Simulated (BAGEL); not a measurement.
# triplet GeNH2Br at 5 levels

Aim: a comparison of 5 runs (UHF/STO-3G, ROHF/cc-pVDZ, UHF/cc-pVDZ, ROHF/6-31G*, UHF/6-31G*) of triplet GeNH2Br. 

The calculation is run with BAGEL 1.2.2.

### Step 1. The structure to begin with

The species is GeNH2Br (5 atoms), meant as a triplet with charge 0. As SMILES of the parent species, `[NH2][Ge][Br]`. Geometry: relaxed at PBE0-D4/def2-TZVP. This is one conformer, not always the lowest. That shape belongs to the parent species and isn't relaxed for this state.

Bond lengths: N1–Ge2 1.811 Å, Ge2–Br3 2.372 Å, N1–H4 1.009 Å, N1–H5 1.009 Å. Angles: N1–Ge2–Br3 96.0°, Ge2–N1–H4 124.7°, Ge2–N1–H5 122.0°, H4–N1–H5 113.4°.

### Step 2. The energy at UHF/STO-3G (density fitting with qzvpp-jkfit) (run 1)

Contents of job.json:

```json
{ "bagel": [

{
  "title": "molecule",
  "basis": "sto-3g",
  "df_basis": "qzvpp-jkfit",
  "angstrom": "true",
  "geometry": [
    { "atom": "N", "xyz": [      -0.464300,       0.338200,      -0.424300 ] },
    { "atom": "Ge", "xyz": [      -0.367800,      -1.144300,       0.610500 ] },
    { "atom": "Br", "xyz": [       1.893900,      -0.845800,       1.259900 ] },
    { "atom": "H", "xyz": [       0.296200,       0.984200,      -0.573600 ] },
    { "atom": "H", "xyz": [      -1.308100,       0.594000,      -0.913900 ] }
  ]
},

{
  "title": "uhf",
  "nopen": 2
},

{
  "title": "print",
  "file": "orbitals.molden",
  "orbitals": "true"
}

]}
```

Run with:

```
BAGEL_NUM_THREADS=1 BAGEL job.json > job.out
```

The program printed:

```text
* using 1 threads per process

  ===============================================================
  ===============================================================

  *** Geometry ***

  { "atom" : "N", "xyz" : [     -0.877400,      0.639105,     -0.801811 ] },
  { "atom" : "Ge", "xyz" : [     -0.695041,     -2.162414,      1.153678 ] },
  { "atom" : "Br", "xyz" : [      3.578952,     -1.598330,      2.380866 ] },
  { "atom" : "H", "xyz" : [      0.559737,      1.859868,     -1.083947 ] },
  { "atom" : "H", "xyz" : [     -2.471951,      1.122497,     -1.727021 ] },

  Number of auxiliary basis functions:      645

  Since a DF basis is specified, we compute 2- and 3-index integrals:
    o Being stored without compression. Storage requirement is 0.010 GB

  Number of basis functions:       43
  Number of electrons      :       76

    * METHOD: MOLECULE                             0.34

  *** Open-shell HF ***

  === Nuclear Repulsion ===
   388.4782654345

      * DIIS with orbital gradients will be used.

  === UHF iteration (sto-3g) ===
      0      -4651.23312326          0.01155759           0.19
      1      -4651.26838751          0.00319329           0.17
      2      -4651.27275672          0.00151068           0.19
[... 12 lines of this table left out ...]
     15      -4651.27427425          0.00000001           0.18
    * SCF iteration converged.

    * S^2 (UHF) is 2.0026

    * Permanent dipole moment:
           (    1.196985,     0.367320,     0.202788) a.u.

    * METHOD: UHF                                  3.12

    * METHOD: PRINT                                0.00

  ===============================================================
```

Run time: 3.9 s. Hardware: 1 thread of Arm Neoverse V2, shared host; peak memory 0.099 GiB.

### Step 3. The energy at ROHF/cc-pVDZ (density fitting with qzvpp-jkfit) (run 2)

Contents of calc.json:

```json
{ "bagel": [

{
  "title": "molecule",
  "basis": "cc-pvdz.json",
  "df_basis": "qzvpp-jkfit",
  "angstrom": true,
  "geometry": [
    { "atom": "N", "xyz": [   -0.464300,    0.338200,   -0.424300 ] },
    { "atom": "Ge", "xyz": [   -0.367800,   -1.144300,    0.610500 ] },
    { "atom": "Br", "xyz": [    1.893900,   -0.845800,    1.259900 ] },
    { "atom": "H", "xyz": [    0.296200,    0.984200,   -0.573600 ] },
    { "atom": "H", "xyz": [   -1.308100,    0.594000,   -0.913900 ] }
  ]
},
{ "title": "rohf", "nopen": 2 },
{ "title": "print", "file": "orbitals.molden", "orbitals": true }

]}
```

The basis set cc-pVDZ is read from a file made from the Basis Set Exchange's data (not shown).

Run with:

```
BAGEL_NUM_THREADS=1 BAGEL calc.json > calc.out
```

The program printed:

```text
* using 1 threads per process

  ===============================================================
  ===============================================================

  *** Geometry ***

  { "atom" : "N", "xyz" : [     -0.877400,      0.639105,     -0.801811 ] },
  { "atom" : "Ge", "xyz" : [     -0.695041,     -2.162414,      1.153678 ] },
  { "atom" : "Br", "xyz" : [      3.578952,     -1.598330,      2.380866 ] },
  { "atom" : "H", "xyz" : [      0.559737,      1.859868,     -1.083947 ] },
  { "atom" : "H", "xyz" : [     -2.471951,      1.122497,     -1.727021 ] },

  Number of auxiliary basis functions:      645

  Since a DF basis is specified, we compute 2- and 3-index integrals:
    o Being stored without compression. Storage requirement is 0.031 GB

  Number of basis functions:       78
  Number of electrons      :       76

    * METHOD: MOLECULE                             0.44

  *** Open-shell HF ***

  === Nuclear Repulsion ===
   388.4782654345

      * DIIS with orbital gradients will be used.

  === ROHF iteration (cc-pvdz.json) ===
      0      -4703.10064238          0.03207660           0.36
      1      -4703.22245581          0.02345008           0.37
      2      -4703.26872720          0.01417468           0.35
[... 12 lines of this table left out ...]
     15      -4703.30121755          0.00000001           0.36
    * SCF iteration converged.

    * S^2 (ROHF) is 2.0000

    * Permanent dipole moment:
           (    1.073263,    -0.060682,     0.444530) a.u.

    * METHOD: ROHF                                 6.09

    * METHOD: PRINT                                0.01

  ===============================================================
```

Run time: 6.9 s. Hardware: 1 thread of Arm Neoverse V2, shared host; peak memory 0.16 GiB.

Runs 3 to 4 aren't shown in full; the table further down has their settings and results.

### Step 4. A single-point energy at UHF/6-31G(d) (density fitting with qzvpp-jkfit, spherical functions) (run 5)

Contents of hf.json:

```json
{ "bagel" : [

{
  "title" : "molecule",
  "basis" : "6-31gs.json",
  "df_basis" : "qzvpp-jkfit",
  "angstrom" : "true",
  "geometry" : [
    { "atom" : "N", "xyz" : [   -0.464300,    0.338200,   -0.424300 ] },
    { "atom" : "Ge", "xyz" : [   -0.367800,   -1.144300,    0.610500 ] },
    { "atom" : "Br", "xyz" : [    1.893900,   -0.845800,    1.259900 ] },
    { "atom" : "H", "xyz" : [    0.296200,    0.984200,   -0.573600 ] },
    { "atom" : "H", "xyz" : [   -1.308100,    0.594000,   -0.913900 ] }
  ]
},
{
  "title" : "uhf",
  "nopen" : 2
},
{
  "title" : "print",
  "file" : "orbitals.molden",
  "orbitals" : "true"
}

]}
```

The basis set 6-31G* is read from a file made from the Basis Set Exchange's data (not shown).

Run with:

```
BAGEL_NUM_THREADS=1 BAGEL hf.json > hf.out
```

The program printed:

```text
* using 1 threads per process

  ===============================================================
  ===============================================================

  *** Geometry ***

  { "atom" : "N", "xyz" : [     -0.877400,      0.639105,     -0.801811 ] },
  { "atom" : "Ge", "xyz" : [     -0.695041,     -2.162414,      1.153678 ] },
  { "atom" : "Br", "xyz" : [      3.578952,     -1.598330,      2.380866 ] },
  { "atom" : "H", "xyz" : [      0.559737,      1.859868,     -1.083947 ] },
  { "atom" : "H", "xyz" : [     -2.471951,      1.122497,     -1.727021 ] },

  Number of auxiliary basis functions:      645

  Since a DF basis is specified, we compute 2- and 3-index integrals:
    o Being stored without compression. Storage requirement is 0.035 GB

  Number of basis functions:       82
  Number of electrons      :       76

    * METHOD: MOLECULE                             0.47

  *** Open-shell HF ***

  === Nuclear Repulsion ===
   388.4782654345

      * DIIS with orbital gradients will be used.

  === UHF iteration (6-31gs.json) ===
      0      -4702.58141367          0.03137371           0.37
      1      -4702.69197538          0.02063579           0.37
      2      -4702.72961183          0.01343172           0.38
[... 18 lines of this table left out ...]
     21      -4702.75444007          0.00000001           0.38
    * SCF iteration converged.

    * S^2 (UHF) is 2.0097

    * Permanent dipole moment:
           (    1.104147,    -0.085551,     0.472898) a.u.

    * METHOD: UHF                                  8.52

    * METHOD: PRINT                                0.01

  ===============================================================
```

Run time: 9.3 s. Hardware: 1 thread of Arm Neoverse V2, shared host; peak memory 0.17 GiB.

### Step 5. All runs side by side

```
run                                                                level   energy (Eh)  dipole moment (D)   ⟨S²⟩  wall time
  1                        UHF/STO-3G (density fitting with qzvpp-jkfit)  -4651.274274               3.22  2.003      3.9 s
  2                      ROHF/cc-pVDZ (density fitting with qzvpp-jkfit)  -4703.301218               2.96  2.000      6.9 s
  3                       UHF/cc-pVDZ (density fitting with qzvpp-jkfit)  -4703.304260               2.93  2.010      8.1 s
  4  ROHF/6-31G* (density fitting with qzvpp-jkfit, spherical functions)  -4702.751370               3.09  2.000      7.5 s
  5   UHF/6-31G* (density fitting with qzvpp-jkfit, spherical functions)  -4702.754440               3.06  2.010      9.3 s
```

### Step 6. Outcome

| quantity | value |
| --- | --- |
| run 5: total energy | -4702.75444 Eh |
| run 5: dipole moment | 3.06 D |
| run 5: ⟨S²⟩ | 2.010 |

In words: The dipole moment (its size) runs from 2.93 D (UHF/cc-pVDZ) to 3.22 D (UHF/STO-3G). In run 1 the basis is minimal, so the values are rough. All runs together took 36 s, the longest 9.3 s.
